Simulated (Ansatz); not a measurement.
# Mn2Al2Cu (I4mm) in Ansatz: a series of runs

The runs below take Mn2Al2Cu through single point, with PBEsol.

All numbers are computed with Ansatz 0.2.0; they aren't measurements. Logs are shortened: lines on timing, memory, paths and dates and some standing lists are left out, and cuts for length are marked.

## (1) The crystal as given

It takes space group I4mm (No. 107, tetragonal). Conventional cell: a = 2.737 Å, b = 2.737 Å, c = 17.038 Å, α = 90.00°, β = 90.00°, γ = 90.00°. Around Cu (site symmetry 4mm) lie 4 Al at 2.57 Å and 4 Mn at 2.61 Å and 4 Cu at 2.74 Å. Mn (site symmetry 4mm) has 4 Mn at 2.32 Å and 4 Cu at 2.61 Å as nearest neighbours. Mn (site symmetry 4mm) is surrounded by 4 Mn at 2.32 Å and 4 Al at 2.53 Å. Al (site symmetry 4mm) is surrounded by 5 Mn at 2.53 to 2.90 Å and 8 Al at 2.74 to 2.90 Å. Al (site symmetry 4mm) is surrounded by 4 Cu at 2.57 Å and 8 Al at 2.74 to 2.90 Å.

The cell comes from a database or a generator and needn't be the stable form of this composition.

## (2) Single point, PBEsol, collinear spin, random start

input.yaml

```yaml
crystal:
  lattice:
    - [-1.368592, 1.368592, 8.518936]
    - [1.368592, -1.368592, 8.518936]
    - [1.368592, 1.368592, -8.518936]
  atoms:
    - { symbol: Cu, position: [0.990791, 0.990791, 0.0], spin: -0.31 }
    - { symbol: Mn, position: [0.38791, 0.38791, 0.0], spin: 1.5 }
    - { symbol: Mn, position: [0.813349, 0.813349, 0.0], spin: 4.64 }
    - { symbol: Al, position: [0.217548, 0.217548, 0.0] }
    - { symbol: Al, position: [0.590402, 0.590402, 0.0] }
hamiltonian:
  xc: pbesol
  pseudopotentials: { kind: paw }
magnetization:
  spin_polarized: true
kpoints:
  mp_grid: { grid: [13, 13, 13] }
scf:
  occupations: { method: fermi_dirac, width: 0.05 }
output:
  forces: true
  stress: true
  eigenvalues: true
```

Potentials or basis: Ansatz PAW.

Command:

```
> ansatz run input.yaml --threads 2 --pin off --max-ram 5632MiB --backend cpu --events-out ev --progress --plain --runs-dir out
```

The log of the run:

```text
Warning: RAYON_NUM_THREADS=2 ignored (pool sized by the plan → 2); use --threads N
basis.fft_grid_basis auto: the FFT boxes are laid along the combinations [[1, 0, 1], [0, 1, 1], [0, 0, 1]] of the cell's own vectors, 2.737, 2.737 and 8.736 Å long. The dense box has 20×20×60 points. Along the cell's own vectors, as sized, it would have 60×60×60, 9.00 times as many. Of the 8 symmetry operations that the crystal satisfies within crystal.symmetry.tolerance (time reversal apart; of a slab, those that keep its plane) the dense box along the cell's own vectors carries 8, and the one as laid loses 6 of those. basis.fft_grid_basis: typed keeps the cell's own vectors: state it where this run's energies or levels are differenced outside the engine with another run's, or held beside a run that keeps those vectors.
Engine: ansatz 0.2.0, aarch64-unknown-linux-gnu
Pseudopotentials: kind: paw
Pseudopotential: Cu, paw, valence charge 19, recommended cutoff 420 eV (normal), Cu.paw.azcp
Pseudopotential: Mn, paw, valence charge 15, recommended cutoff 420 eV (normal), Mn.paw.azcp
Pseudopotential: Al, paw, valence charge 3, recommended cutoff 420 eV (normal), Al.paw.azcp
Functional definition: PBEsol
  exchange = pbesol_x
  correlation = pbesol_c
Crystal: 5 atoms, lattice volume = 63.825 Å³
Basis set: ecut = 420 eV, 1265 PW (Γ), FFT grids on a1+a3, a2+a3, a3, exchange–correlation on 40×40×120 points (8 copies of the dense FFT grid, shifted against one another)
Bands: 37, of which v1, the nominal top of the filled ones, is band 28 counted from 1 (27 counted from 0)
Symmetry: 8 space group operations
Space group: I4mm (ITA 107), of the structure as read, at distance tolerance 4.0e-5 Å
Magnetic group: BNS 107.227 (UNI 887), of the structure as read, at distance tolerance 4.0e-5 Å
k-points: 196 of 2197 (time reversal used)
Non-local potential: Cu, projectors of the file, l = 0: 3, l = 1: 2, l = 2: 3, l = 3: 1
Non-local potential: Mn, projectors of the file, l = 0: 3, l = 1: 2, l = 2: 3, l = 3: 1
Non-local potential: Al, projectors of the file, l = 0: 2, l = 1: 2, l = 2: 1
PAW form: soft (Blöchl's): semilocal exchange-correlation on the pseudo side does not see the compensation charge
PAW frozen core: Cu, regenerated for the run's functional, and the local potential with it (the file was generated under x = pbe(κ = 0.804, μ = 0.2195149727645171), c = pbe(β = 0.06672455060314922))
PAW frozen core: Mn, regenerated for the run's functional, and the local potential with it (the file was generated under x = pbe(κ = 0.804, μ = 0.2195149727645171), c = pbe(β = 0.06672455060314922))
PAW frozen core: Al, regenerated for the run's functional, and the local potential with it (the file was generated under x = pbe(κ = 0.804, μ = 0.2195149727645171), c = pbe(β = 0.06672455060314922))
PAW one-centre angular grid: Cu, 590 points (default); XC on 64 Gauss nodes
PAW one-centre angular grid: Mn, 590 points (default); XC on 64 Gauss nodes
PAW one-centre angular grid: Al, 110 points (default); XC on 64 Gauss nodes
Initial density: superposition of atomic densities (chi_scale 0.1, normalization cell)
Starting moments: Σ|m| = 6.45 μB on 3 of 5 sites
Initial wavefunctions: pseudopotential atomic-orbital guess
Functional: x = pbesol(κ = 0.804, μ = 0.12345679012345678), c = pbesol(β = 0.046)
SCF iter   1: F=—  HF=-15381.269604 eV  |F-HF|=—  |Δ(HF+E_count)|=         —  Δρ=2.67e-1 (↑2.67e-1 ↓2.45e-1)  dr2=1.00e2  dr2_m=1.76e1  M=0.842 μB ∫|m|=1.182 μB  β_m=0.30  ethr=3.10e-3  ⟨swp⟩=6.8  Hψ=58602  notcnv=0  defer=11
Mixer restart at iter 1: flushing history
preconditioner: auto → Kerker (q_TF=auto, 2.661 Å⁻¹)  [metal: Δε(μ)=0.001 eV  Ē_g=6.211 eV  σ=0.050 eV  W_gap=0.01  n_scr=22 (ndim 8)  ℏωp=25.9 eV  f_vac=0.000  D(μ)=4.82/eV (n_scr^D=62)]
spin=Collinear: Kerker preconditioning applied to the charge; magnetization (m = ρ↑ − ρ↓) channel mixes plain (no charge-response kernel on spin).
SCF iter   2: F=—  HF=-15380.105218 eV  |F-HF|=—  |Δ(HF+E_count)|=    1.16e0  Δρ=1.64e-1 (↑1.64e-1 ↓1.44e-1)  dr2=1.46e1  dr2_m=9.24e0  M=0.751 μB ∫|m|=1.012 μB  β_m=0.30  ethr=3.10e-3  ⟨swp⟩=3.6  Hψ=41061  notcnv=0  defer=591
SCF iter   3: F=—  HF=-15375.568179 eV  |F-HF|=—  |Δ(HF+E_count)|=    4.54e0  Δρ=9.97e-2 (↑8.73e-2 ↓9.97e-2)  dr2=7.92e0  dr2_m=4.92e0  M=0.835 μB ∫|m|=1.049 μB  β_m=0.43  ethr=3.10e-3  ⟨swp⟩=3.0  Hψ=37594  notcnv=0  defer=719
[... 18 lines left out ...]
SCF iter  21: F=-15375.559690 eV  HF=-15375.560775 eV  |F-HF|=1.08e-3  |Δ(HF+E_count)|=   2.34e-3  Δρ=1.45e-3 (↑1.45e-3 ↓9.45e-4)  dr2=8.73e-4  dr2_m=6.71e-4  M=0.765 μB ∫|m|=1.849 μB  β_m=0.80  ethr=7.73e-7  ⟨swp⟩=2.4  Hψ=30696  notcnv=0  defer=630
SCF iter  22: F=-15375.560514 eV  HF=-15375.560622 eV  |F-HF|=1.08e-4  |Δ(HF+E_count)|=   1.53e-4  Δρ=2.68e-4 (↑2.68e-4 ↓2.50e-4)  dr2=1.36e-4  dr2_m=7.50e-6  M=0.791 μB ∫|m|=1.908 μB  β_m=0.90  ethr=7.73e-7  ⟨swp⟩=2.1  Hψ=24940  notcnv=0  defer=617
SCF iter  23: F=-15375.560565 eV  HF=-15375.560619 eV  |F-HF|=5.43e-5  |Δ(HF+E_count)|=   2.68e-6  Δρ=6.18e-4 (↑4.93e-4 ↓6.18e-4)  dr2=3.63e-5  dr2_m=1.74e-4  M=0.808 μB ∫|m|=1.943 μB  β_m=0.68  ethr=2.48e-7  ⟨swp⟩=2.0  Hψ=20625  notcnv=0  defer=621
SCF iter  24: F=-15375.560608 eV  HF=-15375.560613 eV  |F-HF|=4.81e-6  |Δ(HF+E_count)|=   6.34e-6  Δρ=2.60e-4 (↑2.53e-4 ↓2.60e-4)  dr2=1.26e-6  dr2_m=3.82e-5  M=0.799 μB ∫|m|=1.924 μB  β_m=0.84  ethr=6.60e-8  ⟨swp⟩=2.0  Hψ=21626  notcnv=0  defer=621
SCF iter  25: F=-15375.560610 eV  HF=-15375.560614 eV  |F-HF|=3.65e-6  |Δ(HF+E_count)|=   9.73e-7  Δρ=1.56e-4 (↑1.56e-4 ↓8.71e-5)  dr2=3.93e-6  dr2_m=8.54e-6  M=0.788 μB ∫|m|=1.896 μB  β_m=0.88  ethr=2.28e-9  ⟨swp⟩=3.0  Hψ=29788  notcnv=0  defer=614
SCF iter  26: F=-15375.560613 eV  HF=-15375.560614 eV  |F-HF|=7.49e-7  |Δ(HF+E_count)|=   8.35e-8  Δρ=1.97e-5 (↑1.97e-5 ↓1.81e-5)  dr2=9.39e-7  dr2_m=1.96e-8  M=0.792 μB ∫|m|=1.904 μB  β_m=0.87  ethr=2.28e-9  ⟨swp⟩=2.1  Hψ=23889  notcnv=0  defer=617
SCF iter  27: F=-15375.560613 eV  HF=-15375.560614 eV  |F-HF|=1.04e-7  |Δ(HF+E_count)|=   1.16e-8  Δρ=6.80e-6 (↑6.80e-6 ↓5.94e-6)  dr2=9.37e-8  dr2_m=8.12e-9  M=0.791 μB ∫|m|=1.903 μB  β_m=0.82  ethr=1.71e-9  ⟨swp⟩=2.0  Hψ=16380  notcnv=0  defer=617
SCF iter  28: F=-15375.560614 eV  HF=-15375.560614 eV  |F-HF|=2.34e-8  |Δ(HF+E_count)|=   9.57e-9  Δρ=4.30e-6 (↑4.30e-6 ↓2.88e-6)  dr2=2.96e-8  dr2_m=8.66e-10  M=0.792 μB ∫|m|=1.903 μB  β_m=0.71  ethr=1.70e-10  ⟨swp⟩=2.0  Hψ=19941  notcnv=0  defer=617
SCF iter  29: F=-15375.560614 eV  HF=-15375.560614 eV  |F-HF|=7.00e-9  |Δ(HF+E_count)|=   1.05e-9  Δρ=2.27e-6 (↑2.13e-6 ↓2.27e-6)  dr2=1.18e-8  dr2_m=2.00e-10  M=0.792 μB ∫|m|=1.903 μB  β_m=0.86  ethr=5.38e-11  ⟨swp⟩=2.4  Hψ=19605  notcnv=0  defer=617
SCF iter  30: F=-15375.560614 eV  HF=-15375.560614 eV  |F-HF|=4.40e-8  |Δ(HF+E_count)|=   2.72e-9  Δρ=3.76e-6 (↑3.48e-6 ↓3.76e-6)  dr2=4.55e-8  dr2_m=1.03e-10  M=0.792 μB ∫|m|=1.903 μB  ethr=2.15e-11  ⟨swp⟩=8.0  Hψ=55638  notcnv=0
SCF 1 converged in 30 iterations: F = -15375.560614 eV  dr2 = 4.55e-8
at 1 of the mixer's solves, the last at iteration 15, it left a direction of its history that read negative out of its fit and stepped the other way along it
SCF converged after 30 iterations
Magnetization: 0.7916 μB (27.8958 up, 27.1042 down)
Absolute magnetization: 1.9052 μB (∫|ρ↑−ρ↓|, with the PAW one-centre terms)
Spin contamination: 0.2619 ħ² per cell (⟨S²⟩ above its minimum at these occupations)
Per-site moments (μB) at R_I (Å): [(0.022771298912879122, 1.0618521113059918), (1.1686531930760662, 0.9549980475151995), (-0.49882587687699126, 0.9549980475151995), (0.015715202885260803, 1.0443920364216395), (0.011146121859150183, 1.0618521113059918)]
Free energy (F): -15375.560614 eV
Harris-Foulkes:  -15375.560614 eV  (|F-HF|=4.40e-8)
Internal energy: -15375.526960 eV  (E = F + TS)
E sigma→0 (E₀):  -15375.543787 eV
Entropy (-TS):   -0.033653 eV (-6.731 meV/atom)
Fermi energy:    14.152114 eV
--- Per-component energies (eV) ---
  E_band       = -861.829649
  E_kinetic    = 967.369113
  E_local      = -14480.851936  (includes V_loc(G=0)·N_el)
  E_nonlocal   = 888.703821
  E_hartree    = 6637.939314
  E_xc         = -399.205445
  E_vxc        = -471.347815  (∫ρ·V_xc dr)
  E_paw        = -5070.002510  (= ΣΔE_a)
  E_vpaw       = -1041.588597  (= ΣTr[D̂ρ^β])
  E_aug_tail   = 0.000242  (compensation charges beyond the density's cutoff)
  E_ewald      = -3920.063340
  E_core_change = 0.583781  (= ΣΔE_core)
  E_smearing   = -0.033653  (= −TS)
  E_closure    = 0.000000  (closes the sum)
  Σ components = -15375.560614   (vs F -15375.560614, Δ=0.00e0)
--- Forces (eV/Å), atoms counted from 1 ---
  atom   1  Cu    -0.00000000    -0.00000000    -0.09495550
  atom   2  Mn     0.00000000    -0.00000000     0.26412430
  atom   3  Mn     0.00000000     0.00000000     0.09192356
  atom   4  Al     0.00000000    -0.00000000     0.06763279
  atom   5  Al    -0.00000000     0.00000000    -0.32885369
  max |Σ_I F_I| component: 1.29e-4 eV/Å
--- Stress (GPa, compression-positive) ---
       -2.343727       0.000000      -0.000000
        0.000000      -2.343727       0.000000
       -0.000000       0.000000      -3.251521
  P = ⅓ Tr σ = -2.6463 GPa (-26.463 kbar)
--- Band table (eV; the first three rows and the last of 392) ---
  k-point 0 ↑: bands = ["-98.7564", "-65.4415", "-64.4402", "-56.3370", "-56.2245", "-56.2245", "-34.3902", "-34.2464", "-34.2464", "-33.2771", "-33.2771", "-33.2609", "3.2396", "5.4723", "6.5878", "9.2766", "9.7461", "10.2774", "10.4443", "10.9260", "10.9260", "11.3905", "12.4048", "12.9874", "12.9874", "13.2089", "13.3606", "13.3934", "14.5534", "14.5534", "15.4958", "16.1192", "21.1364", "21.6653", "22.0014", "22.0014", "23.5958"]
  k-point 1 ↑: bands = ["-98.7562", "-65.4383", "-64.4397", "-56.3367", "-56.2258", "-56.2258", "-34.3932", "-34.2566", "-34.2513", "-33.2906", "-33.2834", "-33.2531", "3.4739", "5.6926", "6.8345", "9.3888", "9.8282", "10.3611", "10.4924", "10.8740", "10.9198", "11.3203", "12.3487", "12.8537", "12.9543", "13.0311", "13.2822", "13.7234", "14.6539", "14.6573", "15.4181", "16.1630", "19.1265", "20.7632", "21.5310", "22.0584", "22.7904"]
  k-point 2 ↑: bands = ["-98.7557", "-65.4300", "-64.4381", "-56.3361", "-56.2295", "-56.2294", "-34.3980", "-34.2849", "-34.2678", "-33.3216", "-33.3006", "-33.2378", "4.1682", "6.3415", "7.5448", "9.6779", "10.0573", "10.4955", "10.5866", "10.7892", "11.0131", "11.1490", "11.9410", "12.7973", "12.8337", "12.9714", "13.0707", "14.1321", "14.7454", "14.8421", "15.4841", "16.4505", "17.2187", "18.9551", "19.6809", "21.4040", "23.0738"]
  k-point 195 ↓: bands = ["-98.7145", "-65.0184", "-64.0936", "-56.2925", "-56.1879", "-56.1863", "-33.9084", "-33.8935", "-33.8870", "-32.9555", "-32.9499", "-32.8621", "3.4959", "4.9885", "8.2826", "8.6908", "9.9048", "9.9797", "10.5744", "10.9711", "10.9863", "11.4124", "12.0920", "13.0908", "13.1132", "13.3381", "13.7649", "14.3008", "15.0155", "15.0467", "15.7917", "18.0259", "19.3150", "19.5013", "21.9445", "22.2649", "22.8713"]
```

It took 2.8 min on 2 threads of Arm Neoverse V1, shared host; peak memory 0.86 GiB.

What came out:

| Item | Value |
| --- | --- |
| Free energy | -15375.5606 eV |
| Pressure | -2.6 GPa |
| Largest force | 0.329 eV/Å |
| Band gap on the k mesh | none (metal or under the smearing width) |
| Net moment | 0.79 μB per cell |
| Absolute moment | 1.91 μB per cell |
| Site moments | Cu +0.02; Mn +1.17, -0.50; Al +0.02, +0.01 μB |

Forces in eV/Å, atoms in the order of the input:
```
Cu   0.000  0.000 -0.095
Mn   0.000  0.000  0.264
Mn   0.000  0.000  0.092
Al   0.000  0.000  0.068
Al   0.000  0.000 -0.329
```

Stress tensor (GPa, compression positive):
```
-2.34  0.00  0.00
 0.00 -2.34  0.00
 0.00  0.00 -3.25
```

Caveat: the PAW data sets come from PBE, with cores solved anew for the run's functional, which leaves a small shift of forces and pressure; the starting moments weren't kept.

## (3) Single point, PBEsol, collinear spin, ferromagnetic start

Edit input.yaml of step 2 so:

```diff
@@ -6,5 +6,5 @@
   atoms:
-    - { symbol: Cu, position: [0.990791, 0.990791, 0.0], spin: -0.31 }
-    - { symbol: Mn, position: [0.38791, 0.38791, 0.0], spin: 1.5 }
-    - { symbol: Mn, position: [0.813349, 0.813349, 0.0], spin: 4.64 }
+    - { symbol: Cu, position: [0.990791, 0.990791, 0.0], spin: 2.1 }
+    - { symbol: Mn, position: [0.38791, 0.38791, 0.0], spin: 5.5 }
+    - { symbol: Mn, position: [0.813349, 0.813349, 0.0], spin: 5.5 }
     - { symbol: Al, position: [0.217548, 0.217548, 0.0] }
```

Potentials or basis: Ansatz PAW.

Command:

```
> ansatz run input.yaml --threads 2 --pin off --max-ram 5632MiB --backend cpu --events-out ev --progress --plain --runs-dir out
```

Run time: 2 min. Hardware: 2 threads of Arm Neoverse V1, shared host; peak memory 0.9 GiB.

It converged, with:

| Quantity | Value |
| --- | --- |
| Free energy | -15375.5606 eV |
| Pressure | -2.6 GPa |
| Largest force | 0.329 eV/Å |
| Band gap on the k mesh | none (metal or under the smearing width) |
| Net moment | 0.79 μB per cell |
| Absolute moment | 1.91 μB per cell |
| Site moments | Cu +0.02; Mn +1.17, -0.50; Al +0.02, +0.01 μB |

Forces in eV/Å, atoms in the order of the input:
```
Cu   0.000  0.000 -0.095
Mn   0.000  0.000  0.264
Mn   0.000  0.000  0.092
Al   0.000  0.000  0.068
Al   0.000  0.000 -0.329
```

Stress tensor (GPa, compression positive):
```
-2.34  0.00  0.00
 0.00 -2.34  0.00
 0.00  0.00 -3.25
```

Levels at points of the mesh, in eV from the Fermi level:
Spin up:
```tsv
k point	band 25	band 26	band 27	band 28	band 29	band 30	band 31	band 32
(0.00, 0.00, 0.00)	-1.16	-0.94	-0.79	-0.76	0.40	0.40	1.34	1.97
```
Spin down:
| k point | band 24 | band 25 | band 26 | band 27 | band 28 | band 29 | band 30 | band 31 |
| --- | --- | --- | --- | --- | --- | --- | --- | --- |
| (0.00, 0.00, 0.00) | -1.01 | -1.01 | -0.70 | -0.37 | -0.20 | 0.76 | 0.76 | 1.68 |

Caveat: the moment fell far below its start of 5.5 μB, so a state of higher moment may lie lower in energy; the PAW data sets come from PBE, with cores solved anew for the run's functional, which leaves a small shift of forces and pressure; the starting moments weren't kept.

## (4) Single point, PBEsol, non-collinear spin, random start

input.yaml

```yaml
crystal:
  lattice:
    - [-1.368592, 1.368592, 8.518936]
    - [1.368592, -1.368592, 8.518936]
    - [1.368592, 1.368592, -8.518936]
  atoms:
    - { symbol: Cu, position: [0.990791, 0.990791, 0.0], spin: 0.31, spin_axis: [0.21, -0.228, -0.004] }
    - { symbol: Mn, position: [0.38791, 0.38791, 0.0], spin: 1.5, spin_axis: [0.765, -1.064, 0.729] }
    - { symbol: Mn, position: [0.813349, 0.813349, 0.0], spin: 4.64, spin_axis: [-3.987, 1.853, 1.483] }
    - { symbol: Al, position: [0.217548, 0.217548, 0.0] }
    - { symbol: Al, position: [0.590402, 0.590402, 0.0] }
hamiltonian:
  xc: pbesol
  pseudopotentials: { kind: paw }
magnetization:
  noncollinear: true
  spin_orbit: false
kpoints:
  mp_grid: { grid: [10, 10, 10] }
scf:
  occupations: { method: fermi_dirac, width: 0.05 }
output:
  forces: true
  stress: true
  eigenvalues: true
```

Command:

```
> ansatz run input.yaml --threads 2 --pin off --max-ram 5632MiB --backend cpu --events-out ev --progress --plain --runs-dir out
```

Wall time 5 min (2 threads of Arm Neoverse V1, shared host); peak memory 1.3 GiB.

The run converged. Its results:

```yaml
Free_energy: -15375.5549 eV
Pressure: -2.6 GPa
Largest_force: 0.340 eV/Å
Band_gap_on_the_k_mesh: none (metal or under the smearing width)
Net_moment: 0.83 μB per cell
Absolute_moment: 1.91 μB per cell
```

Forces in eV/Å, atoms in the order of the input:
```
Cu   0.000  0.000 -0.096
Mn   0.000  0.000  0.320
Mn   0.000  0.000  0.029
Al   0.000  0.000  0.086
Al   0.000  0.000 -0.340
```

Stress tensor (GPa, compression positive):
```
-2.25  0.00  0.00
 0.00 -2.25  0.00
 0.00  0.00 -3.33
```

Levels at points of the mesh, in eV from the Fermi level:
| k point | band 51 | band 52 | band 53 | band 54 | band 55 | band 56 | band 57 | band 58 | band 59 | band 60 |
| --- | --- | --- | --- | --- | --- | --- | --- | --- | --- | --- |
| (0.00, 0.00, 0.00) | -0.94 | -0.80 | -0.76 | -0.69 | -0.35 | -0.19 | 0.40 | 0.40 | 0.77 | 0.77 |
| (0.00, 0.00, -0.50) | -0.23 | -0.15 | -0.13 | 0.22 | 0.27 | 0.30 | 0.39 | 0.52 | 0.89 | 1.19 |
| (0.00, -0.50, 0.00) | -1.61 | -1.56 | -1.06 | -0.71 | -0.19 | 0.08 | 0.12 | 0.35 | 0.75 | 0.88 |
| (-0.50, -0.50, -0.50) | -0.94 | -0.76 | -0.69 | -0.35 | -0.28 | 0.31 | 0.41 | 0.41 | 0.78 | 0.78 |

Moments on the atoms (μB; x, y, z):
```
Cu   0.03 -0.02  0.00
Mn   0.92 -0.69  0.03
Mn  -0.34  0.26 -0.01
Al   0.01 -0.01  0.00
Al   0.01 -0.01  0.00
```

Caveat: the PAW data sets come from PBE, with cores solved anew for the run's functional, which leaves a small shift of forces and pressure; the starting moments weren't kept.

## (5) Summary

```csv
spin,k mesh,gap on the mesh (eV),pressure (GPa),moment (μB),largest force (eV/Å)
"collinear, random start",13 × 13 × 13,none,-2.6,0.79,0.33
"collinear, ferromagnetic start",13 × 13 × 13,none,-2.6,0.79,0.33
"non-collinear, random start",10 × 10 × 10,none,-2.6,0.83,0.34
```

Alike in all rows: task single point; level PBEsol; potentials or basis Ansatz PAW; cell as given; cutoff (eV) 420; smearing fermi-dirac 0.05 eV.

Every run on the cell as given and a fine mesh finds a metal.

Caveats: the PAW data sets come from PBE, with cores solved anew for the run's functional, which leaves a small shift of forces and pressure; the starting moments weren't kept; the moment fell far below its start of 5.5 μB, so a state of higher moment may lie lower in energy (some runs).

Total energies depend on the potentials used, so only differences within one code and one set of settings carry meaning.
